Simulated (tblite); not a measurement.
# C9H17Ga: the cost of one run

Computed with tblite 0.8.0 and PySCF 2.14.0, with density-fitted response routines of our own, on a single molecule in the gas phase. Atoms count from 0, in the outputs and in this text.

## (1) The molecule as given

27 atoms, charge 0, multiplicity 1; geometry from: force field or distance geometry start.

Bonds of the start (Å): C0–C1 1.50, C1–C2 1.50, C2–C3 1.51, C3–Ga4 1.87, Ga4–C5 2.14, C5–C6 1.50, C6–C7 1.53, C7–C8 1.50, C3–C9 1.51, C9–C0 1.52, C8–Ga4 2.15, C0–H10 1.11, C0–H11 1.12, C1–H12 1.11, C1–H13 1.10, C2–H14 1.10, C2–H15 1.10, C3–H16 1.13, C5–H17 1.10, C5–H18 1.10, C6–H19 1.10, C6–H20 1.11, C7–H21 1.10, C7–H22 1.12, C8–H23 1.10, C8–H24 1.10, C9–H25 1.11, C9–H26 1.12.

## (2) Relaxing the molecule with GFN2-xTB

What the job is given:

```
{"job": {"kind": "relax", "xc": "GFN2-xTB", "basis": "xTB"}, "charge": 0, "multiplicity": 1}
C      2.996900     0.831600    -0.150100
C      3.254500    -0.567000    -0.621000
C      2.127800    -1.443000    -0.159900
C      1.027900    -0.512000     0.304100
Ga    -0.590100     0.029100    -0.468100
C     -2.497800    -0.451600    -1.309500
C     -3.484300    -0.181500    -0.211200
C     -2.653300     0.083800     1.050500
C     -1.813200     1.291900     0.775500
C      1.672300     0.827200     0.589400
H      3.765700     1.201600     0.557200
H      2.917200     1.472900    -1.059000
H      4.171100    -0.907400    -0.090100
H      3.446300    -0.634400    -1.699700
H      2.464100    -2.065500     0.688400
H      1.783300    -2.136700    -0.943900
H      0.675500    -0.905000     1.299500
H     -2.421000    -1.510800    -1.604700
H     -2.566900     0.261600    -2.139600
H     -4.138200     0.678600    -0.390400
H     -4.141500    -1.037300     0.029900
H     -3.291200     0.240200     1.936300
H     -2.010400    -0.813700     1.221900
H     -2.311400     2.027500     0.122800
H     -1.327100     1.719800     1.666100
H      1.910600     0.846400     1.673800
H      1.013400     1.680200     0.284900
```

Started as:

```sh
> OMP_NUM_THREADS=1 python probes_run.py task.json out
```

One launch serves the whole session: the jobs run in the order shown.

**Question.** How long does this first job take on 1 thread of AMD EPYC 7R43, shared host, and how much memory does it need?

About 2.7 s, with a peak of 0.18 GiB.
